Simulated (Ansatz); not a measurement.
Here is an Ansatz input file for Cs₂TaAgCl₆, space group Fm-3m. Write the same calculation for the Python package.

```yaml
crystal:
  lattice:
    - [0.0, 5.282661, 5.282661]
    - [5.282661, 0.0, 5.282661]
    - [5.282661, 5.282661, 0.0]
  atoms:
    - { symbol: Cs, position: [0.75, 0.75, 0.75] }
    - { symbol: Cs, position: [0.25, 0.25, 0.25] }
    - { symbol: Ta, position: [0.5, 0.5, 0.5] }
    - { symbol: Ag, position: [0.0, 0.0, 0.0] }
    - { symbol: Cl, position: [0.736328, 0.263672, 0.263672] }
    - { symbol: Cl, position: [0.263672, 0.263672, 0.736328] }
    - { symbol: Cl, position: [0.263672, 0.736328, 0.736328] }
    - { symbol: Cl, position: [0.263672, 0.736328, 0.263672] }
    - { symbol: Cl, position: [0.736328, 0.263672, 0.736328] }
    - { symbol: Cl, position: [0.736328, 0.736328, 0.263672] }
kpoints:
  mp_grid: { kspacing: 0.3 }
hamiltonian:
  xc: pbe
scf:
  occupations: { method: cold, width: 0.05 }
  mixing: { algorithm: anderson, beta: 0.2 }
output:
  stress: true
  eigenvalues: true
```

Launched from the shell:
```console
$ ansatz run input.yaml --threads 1 --pin off --max-ram 3072MiB --backend cpu --events-out ev --progress --plain --runs-dir out
Engine: ansatz 0.2.0, x86_64-unknown-linux-gnu
Pseudopotentials: kind: paw
Pseudopotential: Cs, paw, valence charge 9, recommended cutoff 420 eV (normal), Cs.paw.azcp
Pseudopotential: Ta, paw, valence charge 13, recommended cutoff 420 eV (normal), Ta.paw.azcp
Pseudopotential: Ag, paw, valence charge 19, recommended cutoff 420 eV (normal), Ag.paw.azcp
Pseudopotential: Cl, paw, valence charge 7, recommended cutoff 420 eV (normal), Cl.paw.azcp
Functional definition: PBE
  parameter kappa = 0.804
  parameter beta = 0.06672455060314922
  exchange = pbe_x(kappa = kappa, mu = beta*pi^2/3)
  correlation = pbe_c(beta = beta)
Crystal: 10 atoms, lattice volume = 294.841 Å³
Basis set: ecut = 420 eV, 5769 PW (Γ)
Bands: 56, of which v1, the nominal top of the filled ones, is band 46 counted from 1 (45 counted from 0)
Symmetry: 48 space group operations
Space group: Fm-3m (ITA 225), of the structure as read, at distance tolerance 6.7e-5 Å
k-points: 8 of 64
Non-local potential: Cs, projectors of the file, l = 0: 3, l = 1: 2, l = 2: 2, l = 3: 2
Non-local potential: Ta, projectors of the file, l = 0: 3, l = 1: 2, l = 2: 2, l = 3: 1
Non-local potential: Ag, projectors of the file, l = 0: 3, l = 1: 2, l = 2: 2, l = 3: 1
Non-local potential: Cl, projectors of the file, l = 0: 2, l = 1: 2, l = 2: 2
PAW form: soft (Blöchl's): semilocal exchange-correlation on the pseudo side does not see the compensation charge
PAW one-centre angular grid: Cs, 194 points (default); XC on 64 Gauss nodes
PAW one-centre angular grid: Ta, 590 points (default); XC on 64 Gauss nodes
PAW one-centre angular grid: Ag, 590 points (default); XC on 64 Gauss nodes
PAW one-centre angular grid: Cl, 110 points (default); XC on 64 Gauss nodes
Initial density: superposition of atomic densities (neutral atoms: chi_scale 0, normalization atom), corrected by the library's trained network
Initial wavefunctions: pseudopotential atomic-orbital guess
Functional: x = pbe(κ = 0.804, μ = 0.2195149727645171), c = pbe(β = 0.06672455060314922)
SCF iter   1: F=—  HF=-35353.936170 eV  |F-HF|=—  |Δ(HF+E_count)|=         —  Δρ=2.70e-3  dr2=2.12e-2  ethr=1.77e-3  ⟨swp⟩=7.9  Hψ=1874  notcnv=0  defer=3
preconditioner: auto → LDOS  [insulator: Δε(μ)=0.040 eV  Ē_g=10.102 eV  σ=0.050 eV  W_gap=0.55  n_scr=58 (ndim 8)  ℏωp=18.3 eV  f_vac=0.042  D(μ)=25.64/eV (n_scr^D=330)  ε∞_Penn≈4.3  β=0.2 kept]
SCF iter   2: F=—  HF=-35353.937413 eV  |F-HF|=—  |Δ(HF+E_count)|=   1.24e-3  S|Δr|=    0.00e0  Δρ=2.20e-3  dr2=1.67e-2  ethr=2.30e-5  ⟨swp⟩=2.2  Hψ=775  notcnv=0  defer=9  κ⁻¹=1.0e0(r=1)
SCF iter   3: F=—  HF=-35353.936510 eV  |F-HF|=—  |Δ(HF+E_count)|=   9.03e-4  S|Δr|=    0.00e0  Δρ=1.65e-3  dr2=1.47e-2  ethr=1.82e-5  ⟨swp⟩=1.0  Hψ=429  notcnv=0  defer=5  κ⁻¹=3.4e-3(r=2)
automatic band count: iteration 3 solves 55 bands in place of 56: the levels show a gap, and the empty bands left out lie too high to hold charge; the band table lists the bands solved (type scf.n_extra_bands for more)
SCF iter   4: F=—  HF=-35353.936494 eV  |F-HF|=—  |Δ(HF+E_count)|=   1.61e-5  S|Δr|=    0.00e0  Δρ=1.65e-3  dr2=1.48e-2  ethr=1.60e-5  ⟨swp⟩=3.8  Hψ=803  notcnv=0  defer=13  κ⁻¹=2.4e-4(r=3)
automatic band count: iteration 4 solves 56 bands in place of 55: the levels no longer show a gap clear of their residuals, so the SCF keeps every band
SCF iter   5: F=—  HF=-35353.937180 eV  |F-HF|=—  |Δ(HF+E_count)|=   6.86e-4  S|Δr|=    0.00e0  Δρ=2.09e-3  dr2=1.81e-2  ethr=1.60e-5  ⟨swp⟩=1.0  Hψ=520  notcnv=0  defer=13  κ⁻¹=1.4e-4(r=4)
SCF iter   6: F=—  HF=-35353.935700 eV  |F-HF|=—  |Δ(HF+E_count)|=   1.48e-3  S|Δr|=    0.00e0  Δρ=1.32e-3  dr2=7.41e-3  ethr=1.60e-5  ⟨swp⟩=2.2  Hψ=689  notcnv=0  defer=13  κ⁻¹=2.9e-5(r=5)
SCF iter   7: F=—  HF=-35353.934190 eV  |F-HF|=—  |Δ(HF+E_count)|=   1.51e-3  S|Δr|=    0.00e0  Δρ=1.28e-3  dr2=2.49e-3  ethr=8.06e-6  ⟨swp⟩=2.0  Hψ=620  notcnv=0  defer=13  κ⁻¹=1.4e-6(r=6)
SCF iter   8: F=—  HF=-35353.934693 eV  |F-HF|=—  |Δ(HF+E_count)|=   5.03e-4  S|Δr|=    0.00e0  Δρ=9.40e-4  dr2=1.97e-3  ethr=2.71e-6  ⟨swp⟩=2.0  Hψ=581  notcnv=0  defer=13  κ⁻¹=1.4e-6(r=7)
SCF iter   9: F=—  HF=-35353.934657 eV  |F-HF|=—  |Δ(HF+E_count)|=   3.57e-5  S|Δr|=    0.00e0  Δρ=4.37e-4  dr2=6.63e-4  ethr=2.14e-6  ⟨swp⟩=2.1  Hψ=620  notcnv=0  defer=13  κ⁻¹=1.5e-6(r=7)
SCF iter  10: F=—  HF=-35353.934584 eV  |F-HF|=—  |Δ(HF+E_count)|=   7.36e-5  S|Δr|=    0.00e0  Δρ=1.71e-4  dr2=1.15e-4  ethr=7.21e-7  ⟨swp⟩=2.0  Hψ=619  notcnv=0  defer=13  κ⁻¹=9.4e-7(r=7)
SCF iter  11: F=—  HF=-35353.934573 eV  |F-HF|=—  |Δ(HF+E_count)|=   1.05e-5  S|Δr|=    0.00e0  Δρ=1.39e-4  dr2=4.52e-5  ethr=1.25e-7  ⟨swp⟩=2.0  Hψ=762  notcnv=0  defer=13  κ⁻¹=1.2e-6(r=7)
SCF iter  12: F=—  HF=-35353.934476 eV  |F-HF|=—  |Δ(HF+E_count)|=   9.76e-5  S|Δr|=    0.00e0  Δρ=2.90e-5  dr2=2.55e-6  ethr=4.91e-8  ⟨swp⟩=2.0  Hψ=712  notcnv=0  defer=14  κ⁻¹=9.2e-7(r=7)
SCF iter  13: F=—  HF=-35353.934476 eV  |F-HF|=—  |Δ(HF+E_count)|=   2.84e-7  S|Δr|=    0.00e0  Δρ=1.99e-5  dr2=1.55e-6  ethr=2.77e-9  ⟨swp⟩=2.1  Hψ=705  notcnv=0  defer=14  κ⁻¹=4.4e-7(r=7)
SCF iter  14: F=—  HF=-35353.934476 eV  |F-HF|=—  |Δ(HF+E_count)|=   2.25e-7  S|Δr|=    0.00e0  Δρ=6.74e-6  dr2=2.52e-7  ethr=1.68e-9  ⟨swp⟩=2.0  Hψ=710  notcnv=0  defer=14  κ⁻¹=4.7e-8(r=7)
SCF iter  15: F=-35353.934476 eV  HF=-35353.934476 eV  |F-HF|=2.44e-8  |Δ(HF+E_count)|=   3.34e-8  S|Δr|=    0.00e0  Δρ=5.96e-6  dr2=6.31e-8  ethr=1.09e-10  ⟨swp⟩=11.2  Hψ=2422  notcnv=0
SCF 1 converged in 15 iterations: F = -35353.934476 eV  dr2 = 6.31e-8
  greatest PAW one-centre occupation: 1.000 electrons in one spin orbital (limit 2), on the Ag atom at site 3 (counted from 0), in its partial waves of l = 0
SCF converged after 15 iterations
Stability not checked: this state was not tested for a lower state beside it, because cold or Methfessel-Paxton smearing, or corrected tetrahedra, fill the levels in a way that the test cannot read (fill_not_monotonic; see scf.lower_state_search)
Free energy (F): -35353.934476 eV
Harris-Foulkes:  -35353.934476 eV  (|F-HF|=2.44e-8)
Internal energy: -35353.930915 eV  (E = F + TS)
E sigma→0 (E₀):  -35353.933289 eV
Entropy (-TS):   -0.003561 eV (-0.356 meV/atom)
Fermi energy:    7.128870 eV
--- Per-component energies (eV) ---
  E_band       = -867.073084
  E_kinetic    = 2145.612481
  E_local      = -7361.207967  (includes V_loc(G=0)·N_el)
  E_nonlocal   = 328.720922
  E_hartree    = 2996.176296
  E_xc         = -1392.137540
  E_vxc        = -1420.378493  (∫ρ·V_xc dr)
  E_paw        = -26391.093639  (= ΣΔE_a)
  E_vpaw       = -552.176480  (= ΣTr[D̂ρ^β])
  E_aug_tail   = 0.001023  (compensation charges beyond the density's cutoff)
  E_ewald      = -5680.002490
  E_smearing   = -0.003561  (= −TS)
  E_closure    = -0.000000  (closes the sum)
  Σ components = -35353.934476   (vs F -35353.934476, Δ=0.00e0)
--- Stress (GPa, compression-positive) ---
       -0.411063       0.000000      -0.000000
        0.000000      -0.411063      -0.000000
       -0.000000       0.000000      -0.411063
  P = ⅓ Tr σ = -0.4111 GPa (-4.111 kbar)
--- Band table (eV; the first three rows and the last of 8) ---
  k-point 0: bands = ["-85.1155", "-62.5881", "-48.6522", "-48.6522", "-48.6522", "-29.0988", "-29.0988", "-29.0988", "-15.5931", "-15.5767", "-10.1706", "-9.6572", "-9.6572", "-9.6458", "-9.6458", "-9.6458", "-2.6044", "-2.6044", "-2.6044", "-2.4642", "-2.4642", "-2.4642", "-0.7135", "0.4492", "0.4492", "1.1256", "1.1256", "1.1256", "1.2683", "1.2683", "1.2683", "2.4904", "2.4904", "2.4904", "2.5470", "2.5470", "2.5470", "2.7991", "2.7991", "2.7991", "3.0981", "3.0981", "3.0981", "3.1441", "3.1441", "7.0778", "7.0778", "7.0778", "7.1364", "9.4856", "9.6938", "9.6938", "9.9311", "9.9311", "9.9311", "10.0332"]
  k-point 1: bands = ["-85.1155", "-62.5881", "-48.6522", "-48.6522", "-48.6522", "-29.0988", "-29.0988", "-29.0988", "-15.5902", "-15.5786", "-10.1360", "-9.7019", "-9.6772", "-9.6772", "-9.6275", "-9.6275", "-2.5641", "-2.5641", "-2.5107", "-2.4635", "-2.4635", "-2.4178", "-0.4850", "0.5434", "0.5434", "0.8524", "1.0340", "1.0340", "1.2092", "1.3340", "1.3340", "2.0805", "2.0805", "2.1371", "2.5254", "2.5254", "2.5570", "2.7618", "2.7975", "2.7975", "2.9616", "2.9616", "3.0165", "3.5081", "3.5081", "7.0690", "7.1314", "7.1314", "7.7579", "9.4474", "9.4474", "9.8437", "10.0952", "10.0952", "10.2843", "10.6621"]
  k-point 2: bands = ["-85.1155", "-62.5881", "-48.6522", "-48.6522", "-48.6522", "-29.0988", "-29.0988", "-29.0988", "-15.5839", "-15.5838", "-10.0898", "-9.7694", "-9.6879", "-9.6879", "-9.6185", "-9.6185", "-2.5001", "-2.5001", "-2.4859", "-2.4859", "-2.3943", "-2.3864", "-0.1113", "0.4593", "0.7516", "0.7516", "0.8232", "0.8232", "1.2549", "1.4830", "1.4830", "1.5918", "1.7376", "1.7376", "2.4393", "2.4393", "2.6628", "2.7740", "2.8115", "2.8115", "2.8769", "2.8769", "2.8960", "3.7355", "3.7355", "7.0599", "7.1724", "7.1724", "8.5211", "9.1858", "9.1858", "10.0981", "10.7128", "10.9090", "10.9090", "10.9247"]
  k-point 7: bands = ["-85.1155", "-62.5881", "-48.6522", "-48.6522", "-48.6522", "-29.0988", "-29.0988", "-29.0988", "-15.5835", "-15.5835", "-10.0773", "-9.7986", "-9.6746", "-9.6530", "-9.6530", "-9.6283", "-2.4548", "-2.4538", "-2.4538", "-2.4439", "-2.4008", "-2.3920", "-0.2155", "0.1291", "0.6534", "0.7530", "1.1541", "1.1541", "1.2675", "1.2675", "1.5535", "1.8753", "2.0563", "2.0563", "2.2705", "2.2705", "2.2866", "2.3970", "2.7101", "2.7101", "3.0280", "3.0301", "3.0301", "3.1389", "3.5144", "7.1784", "7.1784", "7.3722", "7.4614", "9.3137", "11.0537", "11.0537", "11.1413", "11.2606", "11.2606", "11.3042"]
```

The cells in order, each with its output:

```python
import warnings

import ansatz
import numpy as np
```

```python
warnings.simplefilter("ignore", ansatz.DeckWarning)

settings = {
    "crystal": {
        "lattice": [
            [0.0, 5.282661, 5.282661],
            [5.282661, 0.0, 5.282661],
            [5.282661, 5.282661, 0.0],
        ],
        "atoms": [
            {"symbol": "Cs", "position": [0.75, 0.75, 0.75]},
            {"symbol": "Cs", "position": [0.25, 0.25, 0.25]},
            {"symbol": "Ta", "position": [0.5, 0.5, 0.5]},
            {"symbol": "Ag", "position": [0.0, 0.0, 0.0]},
            {"symbol": "Cl", "position": [0.736328, 0.263672, 0.263672]},
            {"symbol": "Cl", "position": [0.263672, 0.263672, 0.736328]},
            {"symbol": "Cl", "position": [0.263672, 0.736328, 0.736328]},
            {"symbol": "Cl", "position": [0.263672, 0.736328, 0.263672]},
            {"symbol": "Cl", "position": [0.736328, 0.263672, 0.736328]},
            {"symbol": "Cl", "position": [0.736328, 0.736328, 0.263672]},
        ],
    },
    "kpoints": {"mp_grid": {"kspacing": 0.3}},
    "hamiltonian": {"xc": "pbe"},
    "scf": {
        "occupations": {"method": "cold", "width": 0.05},
        "mixing": {"algorithm": "anderson", "beta": 0.2},
    },
    "output": {"stress": True, "eigenvalues": True},
}
```

```python
planned = ansatz.Session.from_dict(settings).plan(threads=1, pin="off")
outcome = planned.execute()
r = outcome.report

outcome.lattice.cell_ang
```

    array([[0.      , 5.282661, 5.282661],
           [5.282661, 0.      , 5.282661],
           [5.282661, 5.282661, 0.      ]])

```python
r["converged"], r["free_energy_ev"]
```

    (True, -35353.93447610762)

```python
for key in ("converged", "n_iterations", "n_electrons", "n_kpoints", "n_pw", "n_symmetry_ops", "free_energy_ev", "fermi_energy_ev"):
    print(f"{key:18s} {r[key]}")
```

    converged          True
    n_iterations       15
    n_electrons        92.0
    n_kpoints          8
    n_pw               5769
    n_symmetry_ops     48
    free_energy_ev     -35353.93447610762
    fermi_energy_ev    7.128869883172622

```python
sigma = r["stress_gpa"]
voigt = [sigma[0][0], sigma[1][1], sigma[2][2], sigma[1][2], sigma[0][2], sigma[0][1]]
print("stress xx yy zz yz xz xy (GPa, compression positive):", " ".join(f"{s:.3f}" for s in voigt))
print("P =", round(10 * float(np.mean(voigt[:3])), 2), "kbar")
```

    stress xx yy zz yz xz xy (GPa, compression positive): -0.411 -0.411 -0.411 -0.000 -0.000 0.000
    P = -4.11 kbar

These settings explore the input space; cutoff and mesh may be short of convergence. No spin polarisation was allowed. For a metal this k-point mesh is coarse: on a finer one energies can move by several to tens of meV an atom and pressures by half a GPa or more, differences at one mesh by less. An absolute Fermi energy rests on an arbitrary zero of the periodic potential and has no direct meaning. Spin-orbit coupling, which matters for elements this heavy, is left out. This cell is a computed structure, which may not be the phase found in nature. Processor time in the engine: 12 s on 1 thread of Intel(R) Xeon(R) Processor @ 2.30GHz, on a shared host, peak memory 0.82 GiB.

(Lines on the test bed's own set-up are left out of the output.)
